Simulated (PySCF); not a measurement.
# FLuS (Lu(S)(F)): the cost of one run

Computed with PySCF 2.14.0. Level: PBE0, Lu def2-SVP with ECP28, S def2-SVP, F def2-SVP; scalar-relativistic core potentials, no spin–orbit coupling.

1 further run of the same task is left out (for a known fault of the program).

**1. Starting geometry**

3 atoms, charge 0, spin multiplicity 1.

Bond lengths: Lu1–S2 2.270 Å, Lu1–F3 1.926 Å. Angles: S2–Lu1–F3 114.7°.

Coordinates:

```mol
FLuS
  3D, bonds by distance, orders not assigned

  3  2  0  0  0  0  0  0  0  0999 V2000
   -0.1727    0.0000   -0.3643 Lu  0  0
    1.7671    0.0000    0.8147 S   0  0
   -1.7685    0.0000    0.7141 F   0  0
  1  2  8  0
  1  3  8  0
M  END
```

Formal oxidation states: Lu +3. An earlier session relaxed this geometry at PBE0, Lu def2-SVP with ECP28, S def2-SVP, F def2-SVP (singlet, point group Cs).

Its energy there is -1733.811277 Eh.

**2. One electron removed, multiplicity 2**

Input file run.py (the lines that set the calculation):

```python
mol = gto.M(atom='''
Lu    -0.17268     0.00000    -0.36425
S      1.76715     0.00000     0.81470
F     -1.76850     0.00000     0.71406''',
    basis={'Lu': 'def2-SVP', 'S': 'def2-SVP', 'F': 'def2-SVP'},
    ecp={'Lu': 'def2-SVP'},
    charge=1, spin=1)
mf = dft.UKS(mol, xc='PBE0')
mf.grids.atom_grid = (50, 194)  # f atoms: unpruned, at least (60, 302)
mf = mf.density_fit()  # fitting sets: Lu def2-universal-JKFIT, S def2-universal-JKFIT, F def2-universal-JKFIT
mf.conv_tol = 1e-08; mf.max_cycle = 55
mf.kernel(dm0)  # dm0: the density of the relaxed state
```

Started as:

```sh
OMP_NUM_THREADS=2 python run.py
```

**Question.** How long does this run take on 2 threads of Intel Xeon at 2.50GHz (Skylake/Cascade Lake), shared host?

About 15 s.
